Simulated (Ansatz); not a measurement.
# C2H5BO2: the cost of one run

Method: RKS SPW92 (LDA)/def2-SVP; program: Ansatz 0.2.0.

## Step 1: The system as given

SMILES `B1COCO1`, 10 atoms, charge 0, spin multiplicity 1.

Atoms are counted from 1 here; the program's logs count them from 0.

Bond lengths: B1–C2 1.585 Å, B1–O5 1.361 Å, B1–H6 1.212 Å, C2–O3 1.443 Å, C2–H7 1.110 Å, C2–H8 1.122 Å, O3–C4 1.394 Å, C4–O5 1.445 Å, C4–H9 1.111 Å, C4–H10 1.121 Å. Angles: C2–B1–O5 107.4°, C2–B1–H6 132.2°, O5–B1–H6 120.4°, B1–C2–O3 101.5°, B1–C2–H7 116.4°, B1–C2–H8 112.0°, O3–C2–H7 108.6°, O3–C2–H8 111.7°, H7–C2–H8 106.6°, C2–O3–C4 107.6°, O3–C4–O5 108.4°, O3–C4–H9 109.6°, O3–C4–H10 112.9°, O5–C4–H9 109.6°, O5–C4–H10 106.7°, H9–C4–H10 109.6°, B1–O5–C4 108.2°.

Geometry (Å):

```
atom    x (Å)    y (Å)    z (Å)
  B1  -1.0744   0.1584   0.5099
  C2  -0.1925  -1.0995   0.1192
  O3   1.1048  -0.4947  -0.0672
  C4   0.9026   0.8506  -0.3729
  O5  -0.3455   1.2708   0.2221
  H6  -2.1965   0.2583   0.9567
  H7  -0.1052  -1.8976   0.8856
  H8  -0.5589  -1.5937  -0.8190
  H9   1.7358   1.4567   0.0427
 H10   0.8131   1.0395  -1.4740
```

This geometry comes from a loose relaxation at PBE in a small basis, which is not shown.

## Step 3: Setting up the map

The axes are (1) ring dihedral O3–C4–O5–B1: 13 values from −45.0 °; (2) ring dihedral O5–B1–C2–O3: 13 values from −45.0 °.

Relaxed at each point: all other coordinates. Energies count from the relaxed molecule at the same level. Points are written as (first, second).

(The set-up runs are not shown.)

## Step 4: Point (−22.5°, 15.0°)

input.yaml reads:

```yaml
crystal:
  periodic: [false, false, false]
  atoms:
    - { symbol: B, position_ang: [-1.061722, 0.155024, 0.511501] }
    - { symbol: C, position_ang: [-0.177218, -1.080237, 0.112139] }
    - { symbol: O, position_ang: [1.100604, -0.476731, -0.011489] }
    - { symbol: C, position_ang: [0.88576, 0.832529, -0.374708] }
    - { symbol: O, position_ang: [-0.327588, 1.251891, 0.236358] }
    - { symbol: H, position_ang: [-2.189232, 0.257699, 0.95096] }
    - { symbol: H, position_ang: [-0.110878, -1.892526, 0.868488] }
    - { symbol: H, position_ang: [-0.553238, -1.561369, -0.834036] }
    - { symbol: H, position_ang: [1.721651, 1.450342, 0.026067] }
    - { symbol: H, position_ang: [0.795064, 1.012177, -1.48218] }
basis:
  gaussian: { orbitals: def2-SVP }
hamiltonian:
  xc: lda
output:
  forces: true
relax:
  f_tol: 0.02
  max_steps: 50
  escape_saddle: false
  constraints: [{ sites: [2, 3, 4, 0] }, { sites: [4, 0, 1, 2] }]
scf:
  lower_state_search: "off"
```

Command:

```bash
ansatz run input.yaml --threads 1 --pin off --max-ram 2560MiB --backend cpu --events-out ev --progress --plain --runs-dir out
```

**Question.** How long does this run take on 1 thread of Intel Xeon 6975P-C (Granite Rapids), shared host, and how much memory does it need?

About 2.3 s, with a peak of 0.13 GiB.
